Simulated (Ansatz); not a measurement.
# CH4BGaO2 (SMILES [OH][Ga]1[BH]O[CH2]1): B3LYP/6-31G(d) (Cartesian functions)

Aim: the energy change on altering one bond length of CH4BGaO2 at B3LYP/6-31G* (Cartesian functions), from 2 runs. 

Program for the calculation: Ansatz 0.2.0.

95 further runs of the same task are left out: 95 set aside as unsound or not needed. Runs told in other sessions of the task aren't counted.

### 1 The molecule

CH4BGaO2 has 9 atoms, charge 0, and is taken as a singlet. As SMILES, `[OH][Ga]1[BH]O[CH2]1`. The coordinates come from a PBE0-D4/def2-TZVP relaxation. This is one conformer, not always the lowest.

Bond lengths: O1–Ga2 1.783 Å, Ga2–B3 2.109 Å, B3–O4 1.344 Å, Ga2–C5 2.048 Å, O4–C5 1.464 Å, O1–H6 0.960 Å, B3–H7 1.194 Å, C5–H8 1.092 Å, C5–H9 1.092 Å. Some angles: O1–Ga2–B3 155.6°, O1–Ga2–C5 135.3°, B3–Ga2–C5 69.1°, Ga2–B3–O4 88.8°, B3–O4–C5 114.1°, Ga2–C5–O4 88.1°, Ga2–O1–H6 114.5°, Ga2–B3–H7 149.7°, O4–B3–H7 121.5°, Ga2–C5–H8 120.2°.

### 2 A single-point energy at B3LYP/6-31G(d) (Cartesian functions)

run.yaml reads:

```yaml
basis:
  gaussian: {orbitals: "6-31G*"}
crystal:
  periodic: [false, false, false]
  atoms:
    - {symbol: O, position_ang: [-0.140900, 2.668400, -0.180000]}
    - {symbol: Ga, position_ang: [0.206000, 0.920500, -0.222600]}
    - {symbol: B, position_ang: [1.299500, -0.808200, -0.735000]}
    - {symbol: O, position_ang: [0.383300, -1.546100, -0.084800]}
    - {symbol: C, position_ang: [-0.698300, -0.762500, 0.515200]}
    - {symbol: H, position_ang: [-0.939100, 2.905000, 0.298100]}
    - {symbol: H, position_ang: [2.237800, -1.312200, -1.273600]}
    - {symbol: H, position_ang: [-0.704200, -0.956900, 1.589800]}
    - {symbol: H, position_ang: [-1.644100, -1.108100, 0.092800]}
output: {orbitals: {seedname: orbitals}}
hamiltonian: {xc: {name: B3LYP}}
accuracy: high
```

Run with:

```console
$ ansatz run run.yaml --threads 1 --pin off --max-ram 2610MiB --events-out events.jsonl --progress --plain --runs-dir runs
```

Output:

```text
Warning: RAYON_NUM_THREADS=1 ignored (pool sized by the plan → 1); use --threads N
Functional definition: B3LYP
  name "B3LYP"
  parameter a0 = 0.2
  parameter ax = 0.72
  parameter ac = 0.81
  exchange = (1 - a0 - ax)*slater_x + ax*b88_x + a0*exact_x
  correlation = (1 - ac)*vwn_rpa_c + ac*lyp_c
2203 factors; integrals over basis functions are off by at most 4.6e-9 eV
mean field evaluation 1: about -58235.0194 eV, gradient 7.1e1 eV
mean field evaluation 2: about -58200.6364 eV, gradient 1.5e2 eV
mean field evaluation 4: about -58244.1848 eV, gradient 1.0e1 eV
mean field evaluation 8: about -58244.5201 eV, gradient 1.2e0 eV
mean field evaluation 16: about -58244.5233 eV, gradient 3.8e-4 eV
mean field -58244.52333399 eV, -2140.4467529682 hartree, gradient 8.8e-8 eV, S^2 0.000000; 0 other end points of the search recorded, 0 dependent functions left out
reference -58244.52337705 eV, -2140.4467545507 hartree; 31, 31 occupied and 72, 72 virtual orbitals, 2203 factors
Total energy: -58244.52337705 eV, -2140.4467545507 hartree
```

It took 14 s on 1 thread of Arm Neoverse V1, shared host; peak memory 0.4 GiB.

### 3 The distorted shape, same level

in.yaml reads:

```yaml
crystal:
  periodic: [false, false, false]
  atoms:
    - {symbol: O, position_ang: [0.332039, 2.841214, 0.031217]}
    - {symbol: Ga, position_ang: [0.678939, 1.093314, -0.011383]}
    - {symbol: B, position_ang: [1.772439, -0.635386, -0.523783]}
    - {symbol: O, position_ang: [0.856239, -1.373286, 0.126417]}
    - {symbol: C, position_ang: [-0.225361, -0.589686, 0.726417]}
    - {symbol: H, position_ang: [-0.466161, 3.077814, 0.509317]}
    - {symbol: H, position_ang: [2.710739, -1.139386, -1.062383]}
    - {symbol: H, position_ang: [-0.231261, -0.784086, 1.801017]}
    - {symbol: H, position_ang: [-1.644100, -1.108100, 0.092800]}
basis:
  gaussian:
    orbitals: "6-31G*"
magnetization:
  spin_polarized: false
hamiltonian:
  xc: {name: B3LYP}
accuracy: high
output: {orbitals: {seedname: orbitals}}
```

Run with:

```console
$ ansatz run in.yaml --threads 1 --pin off --max-ram 2610MiB --events-out events.jsonl --progress --plain --runs-dir runs
```

Output, shortened:

```text
Warning: RAYON_NUM_THREADS=1 ignored (pool sized by the plan → 1); use --threads N
[... 7 set-up lines as earlier in the session ...]
2211 factors; integrals over basis functions are off by at most 4.6e-9 eV
mean field evaluation 1: about -58233.1848 eV, gradient 7.1e1 eV
mean field evaluation 2: about -58196.5448 eV, gradient 1.5e2 eV
mean field evaluation 4: about -58242.0620 eV, gradient 1.3e1 eV
mean field evaluation 8: about -58242.5836 eV, gradient 1.2e0 eV
mean field evaluation 16: about -58242.5867 eV, gradient 4.6e-4 eV
mean field -58242.58670694 eV, -2140.3755832368 hartree, gradient 7.4e-8 eV, S^2 0.000000; 0 other end points of the search recorded, 0 dependent functions left out
reference -58242.58675085 eV, -2140.3755848506 hartree; 31, 31 occupied and 72, 72 virtual orbitals, 2211 factors
Total energy: -58242.58675085 eV, -2140.3755848506 hartree
```

Wall time 13 s (1 thread of Arm Neoverse V1, shared host); peak memory 0.4 GiB.

### 4 Results

Level: B3LYP/6-31G* (Cartesian functions).

```
                                                         quantity           value
                                        first shape: total energy  -2140.44675 Eh
                                         first shape: HOMO energy        -6.54 eV
                                         first shape: LUMO energy        -1.79 eV
                                       first shape: HOMO–LUMO gap         4.74 eV
                                    distorted shape: total energy  -2140.37558 Eh
                                     distorted shape: HOMO energy        -6.68 eV
                                     distorted shape: LUMO energy        -1.93 eV
                                   distorted shape: HOMO–LUMO gap         4.76 eV
energy change with the C5–H9 bond stretched from 1.092 to 1.638 Å        1.937 eV
```

With the C5–H9 bond stretched from 1.092 to 1.638 Å the energy rises by 1.94 eV (187 kJ/mol). The first shape isn't relaxed at this level, so the change isn't measured from a minimum.
